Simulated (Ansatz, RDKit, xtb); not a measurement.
# Isomers of C2H7FSSi2, a sample narrowed down

Which of a sample of isomers of C2H7FSSi2 is the most stable in the gas at 298.15 K, and what are its properties? The sample is small against all isomers, and the most stable one of this formula need not be in it.

Plan: many cheap relaxations first (GFN2-xTB), then density-functional screening, relaxation at B3LYP/def2-SVP, vibrations (at GFN2-xTB) and a final energy. The numbers are computed, not measured.

## Step 1: Drawing up candidates

Isomers were taken from a list of plausible structures; this is a sample, not all of them. That gives 4 candidates.

| label | SMILES | spin |
| --- | --- | --- |
| c106 | C=C[SiH2]S[SiH2]F | singlet |
| c131 | C[Si@@H]1S[SiH2][C@@H]1F | singlet |
| c410 | F[SiH2][Si@@H]1CCS1 | singlet |
| c603 | F[C@H]1[SiH2]CS[SiH2]1 | singlet |

Candidates are built by distance geometry, with a force field where one applies, in up to four conformers (letters a to d).

**Question.** With final energies at CCSD(T)/def2-SVP + MP2/def2-TZVPP - MP2/def2-SVP, which structure will this search put lowest in free energy, and by what margin?

| quantity | value |
| --- | --- |
| lowest structure found | C=C[SiH2]S[SiH2]F, singlet |
| next finalist | F[SiH2][Si@@H]1CCS1, singlet, 20.2 kcal/mol higher in G |
| share at equilibrium, among the finalists | 100.0 % |

`C=C[SiH2]S[SiH2]F` comes out lowest. Among the finalists first place is clear (20.2 kcal/mol); structures outside the list aren't covered. GFN2-xTB, r2SCAN-D4/def2-SVP, B3LYP/def2-SVP, HF/def2-SVP and MP2/def2-SVP already put its bonding pattern lowest among the structures in one piece; HF/STO-3G favours the singlet C[Si@@H]1S[SiH2][C@@H]1F. 2 minima inside the window were never screened. The search is not exhaustive (a finite list of starts, one conformer a finalist), so a lower isomer can't be ruled out. Only 4 drawn patterns were tried, so whole families of isomers are missing, and the result ranks this sample alone. The lowest isomer need not be the one that is made and kept in a bottle, which depends on barriers.
